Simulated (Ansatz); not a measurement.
# GaNCl+ (triplet): one geometry, many settings

One table from this session's results is given with a row withheld; the runs are named, their logs left out.

Method: the settings change from run to run; program: Ansatz 0.2.0, Gaussian basis.

33 further runs of the same task are left out: 10 for a known fault of the program, 13 that didn't finish, 10 set aside as unsound or not needed.

### The system

The geometry is a PBE0/def2-TZVP stationary point (not a proven minimum) of the parent state, kept for this charge and spin. No spin-orbit coupling is included. The filled d shell of Ga may be among the frozen orbitals whatever the setting's name suggests; the logs give the count.

3 atoms, charge 1, spin multiplicity 3.

Atoms are counted from 1 here; the program's logs count them from 0.

Bond lengths: Cl1–Ga2 2.102 Å, Ga2–N3 1.759 Å. Angles: Cl1–Ga2–N3 180.0°.

The first run:

Contents of in.yaml:

```yaml
crystal:
  periodic: [false, false, false]
  atoms:
    - {symbol: Cl, position_ang: [0.000000, 0.000000, 1.987400]}
    - {symbol: Ga, position_ang: [0.000000, 0.000000, -0.114300]}
    - {symbol: N, position_ang: [0.000000, 0.000000, -1.873100]}
basis:
  gaussian: {orbitals: def2-SVP}
total_charge: 1
magnetization: {spin_polarized: false, initial_magnetization: 2}
correlation: {method: mp2, electrons: outside_noble_gas}
accuracy: high
scf: {lower_state_search: light}
```

Started as:

```sh
> ansatz run in.yaml --threads 1 --pin off --events-out ev --progress --plain --max-ram 2393MiB
```

Steps of the session up to this table: MP2 on ROHF/def2-SVP; BCCD on ROHF/cc-pVDZ; HF/cc-pVDZ; BCCD/cc-pVDZ; CASSCF(2,3)/cc-pVDZ; BCCD(T) on UHF/cc-pVDZ.

One of the session's tables, all rows but one given; the rest of the session is left out.

| level | from UCCSDT(Q) (meV) |
| --- | --- |
| MP2 on ROHF/def2-SVP |  |
| BCCD on ROHF/cc-pVDZ | ? |
| HF/cc-pVDZ | 8424.0 |
| BCCD/cc-pVDZ (on PBE orbitals) | 743.8 |
| CASSCF(2,3)/cc-pVDZ | 8590.9 |
| BCCD(T) on UHF/cc-pVDZ | 58.8 |

Estimate the missing values for BCCD on ROHF/cc-pVDZ.

The run gave: from UCCSDT(Q) (meV): 305.3. In the column «from UCCSDT(Q) (meV)» it lies between BCCD(T) on UHF/cc-pVDZ (58.8) and BCCD/cc-pVDZ (on PBE orbitals) (743.8).

To keep in mind: Hartree-Fock, CASSCF and CASCI lack dynamic correlation by design.
